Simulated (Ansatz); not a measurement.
# AlGaN2: the cost of one run

Computed with Ansatz 0.2.0 (DFT LDA, scalar-relativistic, plane waves, PAW, unless a step's input says otherwise).

3 further runs of the same task are left out: 3 set aside as unsound or not needed.

## Step 1: The starting structure

Symmetry: P-4m2, No. 115, tetragonal system. The conventional cell has a = 3.115 Å, b = 3.115 Å, c = 4.384 Å, α = 90.00°, β = 90.00°, γ = 90.00°. Around Al (site symmetry -4m2) lie 4 N at 1.88 Å. Ga (site symmetry -4m2) has 4 N at 1.93 Å as nearest neighbours. Around N (site symmetry 2mm) lie 2 Al at 1.88 Å and 2 Ga at 1.93 Å.

As a file:

```cif
data_structure
_symmetry_space_group_name_H-M 'P-4m2'
_symmetry_Int_Tables_number 115
_cell_length_a 3.1152
_cell_length_b 3.1152
_cell_length_c 4.3839
_cell_angle_alpha 90.000
_cell_angle_beta 90.000
_cell_angle_gamma 90.000
_cell_volume 42.54
loop_
_atom_site_label
_atom_site_type_symbol
_atom_site_symmetry_multiplicity
_atom_site_Wyckoff_symbol
_atom_site_fract_x
_atom_site_fract_y
_atom_site_fract_z
_atom_site_occupancy
Al1 Al 1 c 0.50000 0.50000 0.50000 1
Ga1 Ga 1 a 0.00000 0.00000 0.00000 1
N1 N 2 g 0.50000 0.00000 0.74007 1
```

It goes back to an entry of the Materials Project, which need not be the stable form.

This cell was relaxed beforehand with the same method: volume 10.64 Å³/atom, gap on the mesh 3.06 eV.

## Step 2: What is varied

The energy is mapped over volume and the cell's shape.

- volume per atom: 5 values from 9.79 to 11.49 Å³
- c/a of the conventional cell: 5 values from 1.173 to 1.688

Relaxed at each point: the atoms inside the fixed cell. Energies count from the relaxed crystal. Points are written as (first, second).

## Step 3: The run at (9.79 Å³, 1.407)

File input.yaml:

```yaml
crystal:
  lattice:
    - [3.0298050512, 0.0, 0.0]
    - [0.0, 3.0298050512, 0.0]
    - [0.0, 0.0, 4.2637472344]
  atoms:
    - { symbol: Al, position: [0.5, 0.5, 0.5] }
    - { symbol: Ga, position: [0.0, 0.0, 0.0] }
    - { symbol: "N", position: [0.5, 0.0, 0.740073839] }
    - { symbol: "N", position: [0.0, 0.5, 0.259926161] }
basis:
  ecutwfc: 520.0
kpoints:
  mp_grid: { grid: [8, 8, 6] }
hamiltonian:
  xc: lda
  pseudopotentials: { kind: paw, azcp: { folder: soft_1 } }
scf:
  occupations: { method: gaussian, width: 0.05 }
output:
  forces: true
  stress: true
  eigenvalues: true
relax:
  adjacent_minimum: "off"
  f_tol: 0.01
  max_steps: 30
```

Launch:

```console
$ ansatz run input.yaml --threads 1 --pin off --max-ram 2048MiB --backend cpu --events-out ev --progress --plain --runs-dir out
```

**Question.** How long does this run take on 1 thread of AMD EPYC 7R43 (Zen 3), shared host, and how much memory does it need?

About 11 s, with a peak of 0.42 GiB.
